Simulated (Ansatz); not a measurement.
## CdK: a search for lower mean-field states

Program: the Python package of Ansatz (0.2.0).

Contents of `cdk.xyz`:
```text
2

K     0.00000    0.00000    0.00000
Cd    0.00000    0.00000    3.34500
```

`cdk_states.py`:
```python
"""Restricted and unrestricted solutions of CdK, stretched and not."""

import warnings

import ansatz as az
import numpy as np

warnings.simplefilter("ignore", az.DeckWarning)

mol = az.Crystal.molecule_from_extxyz("cdk.xyz")
symbols = [site.symbol for site in mol.cartesian_sites]

start = np.array([site.position_ang for site in mol.cartesian_sites])
for factor in [1.0, 1.3]:
    xyz = (start - start.mean(axis=0)) * factor
    scaled = az.Crystal.molecule()
    for symbol, place in zip(symbols, xyz):
        scaled = scaled.atom(symbol, place.tolist())
    job = scaled.calculation().basis(gaussian="def2-SVP").functional("b3lyp").spin("collinear", total=1)
    for search in ("off", "standard"):
        try:
            r = job.scf(lower_state_search=search).run().report
        except az.AnsatzError as error:
            print(f"x{factor} search {search}: {type(error).__name__}")
            continue
        state = r["mean_field"]["state"]
        print(f"all distances x{factor}, search {search:8s} E = {r['free_energy_ev']:.5f} eV  <S^2> = {abs(state['spin_squared']):.3f}  other states met: {len(r['mean_field']['others'])}")
```

```console
$ python cdk_states.py
all distances x1.0, search off      E = -20888.84752 eV  <S^2> = 0.751  other states met: 0
all distances x1.0, search standard E = -20888.84752 eV  <S^2> = 0.751  other states met: 5
all distances x1.3, search off      E = -20888.94142 eV  <S^2> = 0.750  other states met: 0
all distances x1.3, search standard E = -20888.94142 eV  <S^2> = 0.750  other states met: 0
```

Total energies depend on the basis set; only differences at equal settings carry meaning. The count of other states can hold repeated and symmetry-equivalent ends of the search; scaling all distances is a test, and for more than two atoms no physical path. def2 sets replace the cores of elements past krypton by effective core potentials. The species is open-shell (spin multiplicity 2). b3lyp holds the VWN-RPA fit, as in Gaussian; the form of ORCA and Turbomole is b3lyp5. The spin state was assumed, and another may lie lower. The whole script took 19 s on 1 thread of Intel(R) Xeon(R) Platinum 8259CL CPU @ 2.50GHz (Skylake/Cascade Lake), on a shared host, peak memory 0.25 GiB.

(Lines on the test bed's own set-up are left out of the output.)
